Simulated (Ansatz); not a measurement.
**C6H9N: vertical ionisation energy**

An exercise on one series of results from a longer session: the logs are not shown, and one member is left open.

Method: unrestricted cation, the program's frozen cores in correlated methods; program: Ansatz 0.2.0, Gaussian basis.

The runs, in order: UKS PBE-D4/def2-TZVPP; UKS r2SCAN-D4/def2-TZVPP; UKS PBE0-D4/def2-TZVPP; UKS B3LYP-D4/def2-TZVPP; UKS wB97X-V/def2-TZVPP; UKS wB97M-V/def2-TZVPP; UKS B2PLYP/def2-TZVPP; UHF-CCSD(T)/def2-TZVPP; UHF-MP2/def2-QZVPP; extrapolation to the limit; then −ε(HOMO) from the neutral's earlier runs with LDA (SPW92), PBE-D4, revPBE-D4, BLYP-D4, r2SCAN-D4, B97M-V, PBE0-D4, B3LYP-D4, r2SCANh-D4, r2SCAN0-D4, HSE06-D4, BHLYP-D4, CAM-B3LYP-D4, LC-ωPBE, ωB97X-V, ωB97M-V.

**The geometry**

An earlier PBE0-D4 in a triple-zeta def2 set relaxation fixed the geometry.

SMILES `Cc1ccc(C)[nH]1`, 16 atoms, charge 0, spin multiplicity 1.

Atoms are counted from 1 here; the program's logs count them from 0.

Bond lengths: C1–C2 1.484 Å, C1–H8 1.095 Å, C1–H9 1.090 Å, C1–H10 1.095 Å, C2–C3 1.371 Å, C2–N7 1.369 Å, C3–C4 1.420 Å, C3–H11 1.079 Å, C4–C5 1.371 Å, C4–H12 1.079 Å, C5–C6 1.484 Å, C5–N7 1.369 Å, C6–H13 1.095 Å, C6–H14 1.090 Å, C6–H15 1.095 Å, N7–H16 1.004 Å. Angles: C2–C1–H8 112.1°, C2–C1–H9 109.7°, C2–C1–H10 112.1°, H8–C1–H9 107.6°, H8–C1–H10 107.5°, H9–C1–H10 107.6°, C1–C2–C3 131.2°, C1–C2–N7 122.0°, C3–C2–N7 106.8°, C2–C3–C4 107.8°, C2–C3–H11 125.3°, C4–C3–H11 127.0°, C3–C4–C5 107.8°, C3–C4–H12 127.0°, C5–C4–H12 125.3°, C4–C5–C6 131.2°, C4–C5–N7 106.8°, C6–C5–N7 122.0° and more.

The first run:

Contents of in.yaml:

```yaml
crystal:
  periodic: [false, false, false]
  atoms:
    - {symbol: C, position_ang: [1.372884, -0.225713, 2.127006]}
    - {symbol: C, position_ang: [0.715155, -0.349863, 0.802719]}
    - {symbol: C, position_ang: [0.852351, -1.285634, -0.189591]}
    - {symbol: C, position_ang: [-0.018800, -0.922850, -1.250317]}
    - {symbol: C, position_ang: [-0.669069, 0.226581, -0.882725]}
    - {symbol: C, position_ang: [-1.682154, 1.046223, -1.592394]}
    - {symbol: N, position_ang: [-0.211113, 0.558684, 0.364463]}
    - {symbol: H, position_ang: [0.650390, -0.247074, 2.949755]}
    - {symbol: H, position_ang: [2.063342, -1.056239, 2.273731]}
    - {symbol: H, position_ang: [1.947864, 0.702090, 2.216643]}
    - {symbol: H, position_ang: [1.510572, -2.140309, -0.153336]}
    - {symbol: H, position_ang: [-0.157163, -1.445412, -2.184569]}
    - {symbol: H, position_ang: [-1.331844, 2.067626, -1.775328]}
    - {symbol: H, position_ang: [-1.906248, 0.596923, -2.559831]}
    - {symbol: H, position_ang: [-2.621773, 1.114574, -1.033989]}
    - {symbol: H, position_ang: [-0.514405, 1.360382, 0.887766]}
basis:
  gaussian: {orbitals: def2-TZVPP}
total_charge: 1
magnetization: {spin_polarized: true, initial_magnetization: 1}
hamiltonian: {xc: pbe, dispersion: d4}
```

Run with:

```
> ansatz run in.yaml --threads 2 --pin off --events-out ev --progress --plain --max-ram 22528MiB --backend cuda --devices 0, --max-vram 18GiB
```

Among the steps run: Cation, UKS PBE-D4/def2-TZVPP; Cation, UKS r2SCAN-D4/def2-TZVPP; Cation, UKS PBE0-D4/def2-TZVPP; Cation, UKS B3LYP-D4/def2-TZVPP; Cation, UKS wB97X-V/def2-TZVPP; Cation, UKS wB97M-V/def2-TZVPP; Cation, UKS B2PLYP (frozen core)/def2-TZVPP; Cation, UHF-CCSD(T)/def2-TZVPP; Cation, UHF-MP2/def2-QZVPP.

One table of the session follows, with a row left open; its other results are not shown here.

It belongs to the step «Ionisation energies side by side». For comparison, −ε(HOMO) of the neutral from earlier runs:

```
  functional  −ε(HOMO) (eV)
 LDA (SPW92)           4.73
      PBE-D4           4.56
   revPBE-D4           4.49
     BLYP-D4           4.40
   r2SCAN-D4           4.68
      B97M-V           4.67
     PBE0-D4           5.53
    B3LYP-D4           5.35
  r2SCANh-D4              ?
  r2SCAN0-D4           5.62
    HSE06-D4           5.14
    BHLYP-D4           6.35
CAM-B3LYP-D4           6.77
     LC-ωPBE           8.06
     ωB97X-V           7.71
     ωB97M-V           7.64
```

Estimate the missing values for r2SCANh-D4.

Worked estimate for «−ε(HOMO) (eV)». Against the share of exact exchange, r2SCAN-D4 (0, 4.68), r2SCAN0-D4 (0.25, 5.62) give a slope of 3.76 per unit share; at 0.1 the line stands at 5.06.

As computed: −ε(HOMO) (eV): 5.05. In «−ε(HOMO) (eV)» the line misses by +0.01.
